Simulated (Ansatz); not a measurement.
**HBrO+ (doublet): geometry and frequencies at several levels**

One table from this session's results is given with a row withheld; the runs are named, their logs left out.

Computed with Ansatz 0.2.0 (the levels named in each step, unless a step's input says otherwise).

### The system as given

Bond lengths: O1–Br2 1.686 Å, O1–H3 0.996 Å. Angles: Br2–O1–H3 117.8°.

Coordinates:

```xyz
3

O    -1.3235    0.4091    0.0005
Br    0.2905   -0.0781   -0.0002
H    -2.0225   -0.3004    0.0100
```

The first run:

File input.yaml:

```yaml
crystal:
  periodic: [false, false, false]
  atoms:
    - { symbol: O, position_ang: [-1.32346, 0.40909, 0.0005] }
    - { symbol: Br, position_ang: [0.29051, -0.07812, -0.00023] }
    - { symbol: H, position_ang: [-2.02247, -0.30042, 0.00998] }
magnetization:
  spin_polarized: true
  initial_magnetization: 1
total_charge: 1
basis:
  gaussian: { orbitals: def2-SVP }
hamiltonian:
  xc: pbe
  dispersion: d4
relax:
  f_tol: 0.03
  max_steps: 200
```

Command:

```console
> ansatz run input.yaml --threads 2 --pin off --max-ram 5120MiB --backend cpu --events-out ev --progress --plain --runs-dir out
```

Among the steps run: A rough first relaxation, PBE-D4/def2-SVP; Relaxation, PBE0-D4/def2-TZVPP; Frequencies, PBE0-D4/def2-TZVPP; Relaxation, PBE-D4/def2-TZVPP; Frequencies, PBE-D4/def2-TZVPP; Relaxation, r2SCAN-D4/def2-TZVPP; Frequencies, r2SCAN-D4/def2-TZVPP; Relaxation, B3LYP-D4/def2-TZVPP; Frequencies, B3LYP-D4/def2-TZVPP; Relaxation, B2PLYP/def2-TZVPP.

One table of the session follows, with a row left open; its other results are not shown here.

It belongs to the step «Geometries side by side». 

| level | O1–Br2 (Å) | highest frequency (cm⁻¹) |
| --- | --- | --- |
| PBE0-D4/def2-TZVPP | ? | ? |
| PBE-D4/def2-TZVPP | 1.7523 | 3437 |
| r2SCAN-D4/def2-TZVPP | 1.7326 | 3538 |
| B3LYP-D4/def2-TZVPP | 1.7340 | 3549 |
| B2PLYP/def2-TZVPP | 1.7359 | - |

**Question.** Estimate the row for PBE0-D4/def2-TZVPP.

As computed: O1–Br2 (Å): 1.7136; highest frequency (cm⁻¹): 3603. In the column «O1–Br2 (Å)» it is the lowest.
